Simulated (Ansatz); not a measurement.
# C7H8O2: how energies converge with the basis set

One table from this session's results is given with a row withheld; the runs are named, their logs left out.

The runs use Ansatz 0.2.0, Gaussian basis; one geometry, several basis sets.

Levels to be run: PBE0-D4/def2-SVP; ωB97M-V/def2-SVP; PBE0-D4/def2-QZVPP; ωB97M-V/def2-QZVPP; the functionals' def2-TZVPP values are taken from earlier runs.

### The relaxed structure

The geometry comes from an earlier relaxation with PBE0-D4 in a triple-zeta def2 set; it is a stationary point, not always the lowest conformer.

SMILES `Cc1cccc(O)c1O`, 17 atoms, charge 0, spin multiplicity 1.

Atoms are counted from 1 here; the program's logs count them from 0.

Bond lengths: C1–C2 1.495 Å, C1–H10 1.090 Å, C1–H11 1.093 Å, C1–H12 1.093 Å, C2–C3 1.392 Å, C2–C8 1.390 Å, C3–C4 1.385 Å, C3–H13 1.084 Å, C4–C5 1.388 Å, C4–H14 1.083 Å, C5–C6 1.382 Å, C5–H15 1.086 Å, C6–O7 1.367 Å, C6–C8 1.393 Å, O7–H16 0.960 Å, C8–O9 1.355 Å, O9–H17 0.964 Å. Angles: C2–C1–H10 110.8°, C2–C1–H11 111.1°, C2–C1–H12 111.1°, H10–C1–H11 108.6°, H10–C1–H12 108.5°, H11–C1–H12 106.5°, C1–C2–C3 122.3°, C1–C2–C8 119.4°, C3–C2–C8 118.2°, C2–C3–C4 121.4°, C2–C3–H13 118.7°, C4–C3–H13 119.9°, C3–C4–C5 120.0°, C3–C4–H14 120.3°, C5–C4–H14 119.8°, C4–C5–C6 119.3°, C4–C5–H15 120.8°, C6–C5–H15 119.9° and more.

The first run:

Input file in.yaml:

```yaml
crystal:
  periodic: [false, false, false]
  atoms:
    - {symbol: C, position_ang: [1.986437, -1.348273, -0.041251]}
    - {symbol: C, position_ang: [0.835683, -0.410137, -0.213310]}
    - {symbol: C, position_ang: [0.761105, 0.490122, -1.272253]}
    - {symbol: C, position_ang: [-0.314380, 1.350723, -1.412773]}
    - {symbol: C, position_ang: [-1.347001, 1.326199, -0.486093]}
    - {symbol: C, position_ang: [-1.286901, 0.437611, 0.570801]}
    - {symbol: O, position_ang: [-2.245660, 0.328184, 1.539503]}
    - {symbol: C, position_ang: [-0.203355, -0.427344, 0.709978]}
    - {symbol: O, position_ang: [-0.154216, -1.294943, 1.750173]}
    - {symbol: H, position_ang: [2.715862, -1.216954, -0.840937]}
    - {symbol: H, position_ang: [1.650592, -2.388653, -0.044186]}
    - {symbol: H, position_ang: [2.487593, -1.185868, 0.916706]}
    - {symbol: H, position_ang: [1.567310, 0.510115, -1.997239]}
    - {symbol: H, position_ang: [-0.353819, 2.044232, -2.243808]}
    - {symbol: H, position_ang: [-2.197150, 1.994861, -0.583055]}
    - {symbol: H, position_ang: [-2.952041, 0.955442, 1.368877]}
    - {symbol: H, position_ang: [-0.950072, -1.165327, 2.278888]}
basis:
  gaussian: {orbitals: def2-SVP}
hamiltonian: {xc: pbe0, dispersion: d4}
output: {orbitals: {seedname: orbitals}}
```

Run with:

```sh
$ ansatz run in.yaml --threads 2 --pin off --events-out ev --progress --plain --max-ram 22528MiB --backend cpu
```

Among the steps run: PBE0-D4 in def2-SVP; ωB97M-V in def2-SVP; PBE0-D4 in def2-QZVPP; ωB97M-V in def2-QZVPP.

One of the session's tables, all rows but one given; the rest of the session is left out.

It belongs to the step «Functionals by basis». 

| functional | basis | HOMO (eV) | LUMO (eV) |
| --- | --- | --- | --- |
| PBE0-D4 | def2-SVP | -5.99 | 0.28 |
| PBE0-D4 | def2-TZVPP | ? | ? |
| PBE0-D4 | def2-QZVPP | -6.14 | 0.04 |
| ωB97M-V | def2-SVP | -8.05 | 2.33 |
| ωB97M-V | def2-TZVPP | -8.19 | 2.09 |
| ωB97M-V | def2-QZVPP | -8.23 | 1.46 |

Q: Estimate the row for PBE0-D4, def2-TZVPP from the others.

**Answer.** HOMO (eV): -6.10; LUMO (eV): 0.11. In the column «HOMO (eV)» it lies between PBE0-D4, def2-QZVPP (-6.14) and PBE0-D4, def2-SVP (-5.99).
